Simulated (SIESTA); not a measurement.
The system is Fe2Si.

```
Fe Si
1.0
     2.79718    0.00000    0.00000
     0.00000    2.79718    0.00000
     0.00000    0.00000    8.33166
Fe Si
4 2
Direct
  0.50000 0.50000 0.00000
  0.00000 0.00000 0.50000
  0.00000 0.00000 0.17383
  0.00000 0.00000 0.82617
  0.50000 0.50000 0.66805
  0.50000 0.50000 0.33195
```

The cell comes from a database or a generator and needn't be the stable form of this composition.

- Program: SIESTA 5.4.2
- Task: single point
- Functional: PBEsol
- Potentials or basis: PseudoDojo 0.4 standard (PBEsol files)
- Basis: DZP (energy shift 0.003 Ry; two zetas on semicore shells)
- Grid cutoff: 800 Ry
- Energy shift: 0.003 Ry
- k mesh: 9 × 9 × 4
- Occupations: fermi-dirac, width 0.05 eV
- Spin: collinear spin, ferromagnetic start
- Starting moments: [3.0, 3.0, 3.0, 3.0, 0.0, 0.0] μB

On this cell: pressure -8.0 GPa; largest force 0.127 eV/Å; net moment 4.86 μB per cell; site moments Fe +2.79, -0.11, +1.20; Si -0.11 μB; band gap on the k mesh none (metal or under the smearing width).

The same run follows on a disturbed copy (atoms moved at random, drawn with an rms of 0.05 Å):

```xyz
6
Lattice="2.7972 0.0000 0.0000 0.0000 2.7972 0.0000 0.0000 0.0000 8.3317" Properties=species:S:1:pos:R:3 pbc="T T T"
Fe    1.3651    1.3404    0.0193
Fe    0.0075    0.0695    4.1179
Fe    0.0137   -0.0623    1.4300
Fe    0.0106   -0.0138    6.9394
Si    1.3885    1.3819    5.5679
Si    1.4188    1.3879    2.7507
```

**Question.** What does the disturbed cell give?

**Answer.** The energy (extrapolated to zero smearing) moves by +12.3 meV/atom; pressure -7.5 GPa; largest force 0.818 eV/Å; net moment 4.85 μB per cell; site moments Fe +2.73, -0.11, +1.20, +1.25; Si -0.12, -0.11 μB; band gap on the k mesh none (metal or under the smearing width).

Forces on the atoms (eV/Å):
```
Fe   0.388  0.162 -0.054
Fe   0.008 -0.377  0.707
Fe  -0.172  0.292  0.077
Fe  -0.269 -0.237 -0.735
Si   0.145  0.178  0.052
Si  -0.100 -0.014 -0.038
```

Stress tensor (GPa, compression positive):
```
-6.80  0.09 -0.08
 0.09 -6.88 -0.14
-0.08 -0.14 -8.81
```

Caveats: short orbitals over semicore shells can move pressures by several GPa; the basis of atomic orbitals isn't converged, which shifts pressures, moduli and gaps.
